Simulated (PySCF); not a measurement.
# H3LaO3 (La(OH)3): the cost of one run

Method: several levels, as the steps say, no spin–orbit coupling; program: PySCF 2.14.0.

3 further runs of the same task are left out: 2 for a known fault of the program, 1 that didn't finish.

### Step 1. The starting structure

7 atoms, charge 0, spin multiplicity 1.

Bond lengths: La1–O2 2.171 Å, La1–O4 2.171 Å, La1–O6 2.171 Å, O2–H3 0.970 Å, O4–H5 0.970 Å, O6–H7 0.970 Å. Angles: O2–La1–O4 112.5°, O2–La1–O6 112.5°, O4–La1–O6 112.5°, La1–O2–H3 166.5°, La1–O4–H5 166.5°, La1–O6–H7 166.5°.

As a file:

```xyz
7
charge 0, multiplicity 1
La    0.0000    0.0000   -0.5815
O     2.0849    0.0000    0.0249
H     2.9271    0.0000    0.5060
O    -1.0425    1.8056    0.0249
H    -1.4635    2.5350    0.5060
O    -1.0425   -1.8056    0.0249
H    -1.4636   -2.5350    0.5060
```

Formal oxidation states: La +3. The 4f shell is empty and lies in the core potential. An earlier session relaxed this geometry at BP86, La lcecp-1-SVP with ECP46, O def2-SVP, H def2-SVP (singlet, point group C3v).

At BP86 on the finer grid: E = -259.132071 Eh, HOMO -5.79 eV, LUMO -1.73 eV, Mulliken charge on La1 +0.97 e, largest force component 0.008 eV/Å. The large-core potential holds the 4f shell empty.

Levels to run: M06-L; PBE0; PBE; revPBE; BP86, TZVP; BP86, x2c-SVP. Hardware: 2 threads of Arm Neoverse V2, shared host.

### Step 2. M06-L

Input file run.py (the lines that set the calculation):

```python
mol = gto.M(atom='''
La     0.00000     0.00000    -0.58150
O      2.08492    -0.00001     0.02488
H      2.92713    -0.00001     0.50595
O     -1.04245     1.80560     0.02488
H     -1.46355     2.53497     0.50595
O     -1.04247    -1.80559     0.02488
H     -1.46357    -2.53496     0.50595''',
    basis={'La': 'lcecp-1-SVP', 'O': 'def2-SVP', 'H': 'def2-SVP'},
    ecp={'La': 'lcecp-1-SVP'},
    charge=0, spin=0)
mf = dft.RKS(mol, xc='M06L')
mf.grids.atom_grid = (75, 302)  # f atoms: unpruned, at least (60, 302)
mf = mf.density_fit()  # fitting sets: La AutoAux, O def2-universal-JKFIT, H def2-universal-JKFIT
mf.conv_tol = 1e-08; mf.max_cycle = 55
mf.kernel(dm0)  # dm0: the density of the relaxed state
```

The run is started by

```console
OMP_NUM_THREADS=2 python run.py
```

**Question.** How long does this run take on 2 threads of Arm Neoverse V2, shared host?

About 5.8 s.
